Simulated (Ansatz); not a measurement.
# AlClFH5OSi: the cost of one run

Program: Ansatz 0.2.0. Level of theory: RKS B3LYP/cc-pVDZ. These are calculated values, not measurements.

## (1) The starting structure

Bond lengths: Al1–Cl2 2.580 Å, Al1–O3 1.780 Å, O3–H4 1.010 Å, Al1–F5 1.690 Å, Al1–Si6 2.620 Å, Si6–H7 1.460 Å, Si6–H8 1.460 Å, Si6–H9 1.460 Å, Cl2–H10 1.537 Å, Si6–H10 1.636 Å. Angles (14 of 19 angles, heavy atoms first): Cl2–Al1–O3 120.0°, Cl2–Al1–F5 120.0°, Cl2–Al1–Si6 71.6°, O3–Al1–F5 120.0°, O3–Al1–Si6 96.8°, F5–Al1–Si6 101.3°, Al1–Cl2–H10 71.8°, Al1–O3–H4 109.5°, Al1–Si6–H7 109.5°, Al1–Si6–H8 109.5°, Al1–Si6–H9 109.5°, Al1–Si6–H10 69.5°, Cl2–H10–Si6 147.0°, H7–Si6–H8 109.4°.

Structure file:

```xyz
10

Al    0.0000    0.0000    0.0000
Cl    0.0000    0.0000    2.5800
O     1.5415    0.0000   -0.8900
H     1.8414   -0.9519   -1.0449
F    -1.4635    0.0000   -0.8450
Si    0.1174    2.4836    0.8261
H     0.6937    2.5244    2.1670
H     0.9517    3.2614   -0.0852
H    -1.2275    3.0508    0.8577
H     0.0690    1.4589    2.1004
```

## (2) Pulling towards end A

Springs on the bonds that form and break draw the guess towards this end; the thresholds are loose.

input.yaml

```yaml
crystal:
  periodic: [false, false, false]
  atoms:
    - { symbol: Al, position_ang: [0.0, 0.0, 0.0] }
    - { symbol: Cl, position_ang: [0.0, 0.0, 2.58] }
    - { symbol: O, position_ang: [1.5415, 0.0, -0.89] }
    - { symbol: H, position_ang: [1.8414, -0.9519, -1.0449] }
    - { symbol: F, position_ang: [-1.4635, 0.0, -0.845] }
    - { symbol: Si, position_ang: [0.1174, 2.4836, 0.8261] }
    - { symbol: H, position_ang: [0.6937, 2.5244, 2.167] }
    - { symbol: H, position_ang: [0.9517, 3.2614, -0.0852] }
    - { symbol: H, position_ang: [-1.2275, 3.0508, 0.8577] }
    - { symbol: H, position_ang: [0.069, 1.4589, 2.1004] }
basis:
  gaussian: { orbitals: cc-pVDZ }
hamiltonian:
  xc: b3lyp
relax:
  f_tol: 0.15
  max_steps: 25
  restrain:
    - { distance: [0, 5], at: 3.52, k: 30.0 }
    - { distance: [9, 1], at: 2.57, k: 30.0 }
    - { distance: [0, 1], at: 2.23, k: 30.0 }
    - { distance: [9, 5], at: 1.46, k: 30.0 }
```

Run with:

```bash
ansatz run input.yaml --threads 2 --pin off --max-ram 3072MiB --backend cpu --events-out ev --progress --plain --runs-dir out
```

Q: Estimate wall time and peak memory on 2 threads of Arm Neoverse V1, shared host.

About 57 s, with a peak of 0.26 GiB.
